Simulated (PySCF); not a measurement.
# C5H13AsSi: the cost of one run

Computed with PySCF 2.14.0 and routines of our own; the level stands in each step. Atoms count from 0.

## 1. The system as given

20 atoms, charge 0, multiplicity 1; geometry from: GFN2-xTB.

## 2. Magnetic properties: GIAO HF/pcSseg-1

What the job is given:

```
{"job": {"kind": "mag", "xc": "HF", "basis": "pcSseg-1", "isotopologues": 2}, "charge": 0, "multiplicity": 1}
C      3.305161    -0.589216     0.048498
C      1.999876     0.133237     0.099874
C      1.157879     0.241896    -0.916815
C     -0.155864     0.931177    -0.859041
As    -1.663281    -0.391006    -0.932226
C     -3.082817     0.884667    -0.406973
Si    -1.313706    -1.281822     1.190032
H      4.125525     0.088290     0.286766
H      3.476062    -1.013546    -0.938079
H      3.319636    -1.393622     0.784262
H      1.757421     0.590776     1.051726
H      1.403991    -0.217000    -1.869521
H     -0.268454     1.599988    -1.719804
H     -0.244017     1.527259     0.053363
H     -4.000005     0.345253    -0.171110
H     -3.298535     1.567922    -1.229809
H     -2.792268     1.473178     0.462998
H     -1.090892    -0.252639     2.219158
H     -0.156075    -2.180617     1.215007
H     -2.484785    -2.053496     1.628657
```

Level: GIAO HF/pcSseg-1 magnetisability, rotational g tensor and spin-rotation constants, non-relativistic, gas phase.

The run is started by

```sh
$ OMP_NUM_THREADS=1 python excited_run.py task.json out
```

The driver reads the jobs from task.json and runs them one after another.

Q: Estimate the wall time and peak memory of this first job on 1 thread of Intel Xeon Platinum 8488C, shared host.

About 29 s, with a peak of 1 GiB.
